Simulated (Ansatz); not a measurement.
# FHf: the cost of one run

Computed with Ansatz 0.2.0 (DFT unrestricted B3LYP, Gaussian basis def2-TZVPP, and further levels as typed in the inputs, unless a step's input says otherwise).

## Step 1: The system as given

Bond lengths: Hf1–F2 1.850 Å.

As a file:

```xyz
2

Hf    0.0000    0.0000    0.0000
F     0.0000    0.0000    1.8500
```

## Step 2: Batch of points: FHf

input.yaml

```yaml
magnetization:
  spin_polarized: true
  initial_magnetization: 1
basis:
  gaussian: { orbitals: def2-TZVPP }
hamiltonian:
  xc: { name: B3LYP }
batch:
  members: [s0.yaml, s1.yaml, s2.yaml, s3.yaml, s4.yaml, s5.yaml, s6.yaml, s7.yaml, s8.yaml, s9.yaml, s10.yaml]
# s1.yaml, one of 11 members:
crystal:
  periodic: [false, false, false]
  atoms:
    - { symbol: Hf, position_ang: [0.0, 0.0, 0.0] }
    - { symbol: F, position_ang: [0.0, 0.0, 1.71] }
```

**Question.** How long does this run take on 6 threads of Arm Neoverse N1, shared host, and how much memory does it need?

About 18 s, with a peak of 0.59 GiB.
